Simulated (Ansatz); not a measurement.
# BFH4SSi: the cost of one run

All numbers below are computed with Ansatz 0.2.0 (RKS PBE-D4/6-31G*).

## 1. The structure to begin with

Bond lengths: F1–B2 1.447 Å, B2–Si3 1.935 Å, Si3–S4 2.212 Å, B2–H5 1.164 Å, Si3–H6 1.448 Å, Si3–H7 1.508 Å, S4–H8 1.430 Å. Angles: F1–B2–Si3 119.7°, F1–B2–H5 120.0°, Si3–B2–H5 120.3°, B2–Si3–S4 109.9°, B2–Si3–H6 111.4°, B2–Si3–H7 109.3°, S4–Si3–H6 110.7°, S4–Si3–H7 105.4°, H6–Si3–H7 110.0°, Si3–S4–H8 88.8°.

Structure file:

```xyz
8

F    -1.4694   -1.5597    0.5469
B    -0.7749   -0.3851    1.0296
Si    0.2224    0.7151   -0.2113
S     1.8045   -0.4893   -1.1798
H    -0.7785   -0.1335    2.1657
H    -0.6456    1.3124   -1.2042
H     0.9491    1.7927    0.5528
H     0.7846   -1.3097   -1.7555
```

## 2. Relaxing end A

input.yaml reads:

```yaml
crystal:
  periodic: [false, false, false]
  atoms:
    - { symbol: F, position_ang: [-1.4694, -1.5597, 0.5469] }
    - { symbol: B, position_ang: [-0.7749, -0.3851, 1.0296] }
    - { symbol: Si, position_ang: [0.2224, 0.7151, -0.2113] }
    - { symbol: S, position_ang: [1.8045, -0.4893, -1.1798] }
    - { symbol: H, position_ang: [-0.7785, -0.1335, 2.1657] }
    - { symbol: H, position_ang: [-0.6456, 1.3124, -1.2042] }
    - { symbol: H, position_ang: [0.9491, 1.7927, 0.5528] }
    - { symbol: H, position_ang: [0.7846, -1.3097, -1.7555] }
basis:
  gaussian: { orbitals: "6-31G*" }
hamiltonian:
  xc: pbe
  dispersion: d4
relax:
  f_tol: 0.02
  max_steps: 50
```

On the command line:

```console
> ansatz run input.yaml --threads 1 --pin off --max-ram 2048MiB --backend cpu --events-out ev --progress --plain --runs-dir out
```

Q: Estimate wall time and peak memory on 1 thread of Arm Neoverse N1, shared host.

About 43 s, with a peak of 0.15 GiB.
